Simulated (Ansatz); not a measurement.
# Bi2Te3: the cost of one run

Computed with Ansatz 0.2.0 (DFT PBE+D3(BJ), scalar-relativistic, plane waves, PAW, unless a step's input says otherwise).

**1. Starting point**

Symmetry: R-3m, No. 166, trigonal system. Conventional cell: a = 4.386 Å, b = 4.386 Å, c = 30.497 Å, α = 90.00°, β = 90.00°, γ = 120.00°. Bi (site symmetry 3m) is surrounded by 6 Te at 3.07 to 3.25 Å. Te (site symmetry -3m) has 6 Bi at 3.25 Å as nearest neighbours. Te (site symmetry 3m) has 3 Bi at 3.07 Å as nearest neighbours.

Structure file:

```xyz
5
Lattice="2.1930 1.2661 10.1657 -2.1930 1.2661 10.1657 0.0000 -2.5323 10.1657" Properties=species:S:1:pos:R:3 pbc="T T T"
Bi    0.0000    0.0000   12.1988
Bi    0.0000    0.0000   18.2982
Te    0.0000    0.0000    0.0000
Te    0.0000    0.0000    6.3891
Te    0.0000    0.0000   24.1079
```

The structure rests on an entry of the Crystallography Open Database; cell or positions may have been set otherwise for this series.

**2. Cell and atoms relaxed at 0 GPa**

input.yaml reads:

```yaml
crystal:
  lattice:
    - [2.193, 1.2661291403, 10.1656666667]
    - [-2.193, 1.2661291403, 10.1656666667]
    - [0.0, -2.5322582807, 10.1656666667]
  atoms:
    - { symbol: Bi, position: [0.4, 0.4, 0.4] }
    - { symbol: Bi, position: [0.6, 0.6, 0.6] }
    - { symbol: Te, position: [0.0, 0.0, 0.0] }
    - { symbol: Te, position: [0.2095, 0.2095, 0.2095] }
    - { symbol: Te, position: [0.7905, 0.7905, 0.7905] }
scf:
  occupations: { method: gaussian, width: 0.02 }
output:
  forces: true
  stress: true
  eigenvalues: true
  write_density: true
  write_potential: true
  elf: true
  volumetric_format: npy
hamiltonian:
  xc: pbe
  dispersion: d3bj
basis:
  ecutwfc: 420
kpoints:
  mp_grid: { grid: [8, 8, 8] }
relax:
  f_tol: 0.002
  max_steps: 60
  cell: { stress_tol: 0.01, p_target: 0 }
```

Command:

```console
$ ansatz run input.yaml --threads 4 --pin off --max-ram 10240MiB --backend cpu --events-out ev --progress --plain --runs-dir out
```

**Question.** How long does this run take on 4 threads of Arm Neoverse V2, shared host, and how much memory does it need?

About 46 s, with a peak of 0.77 GiB.
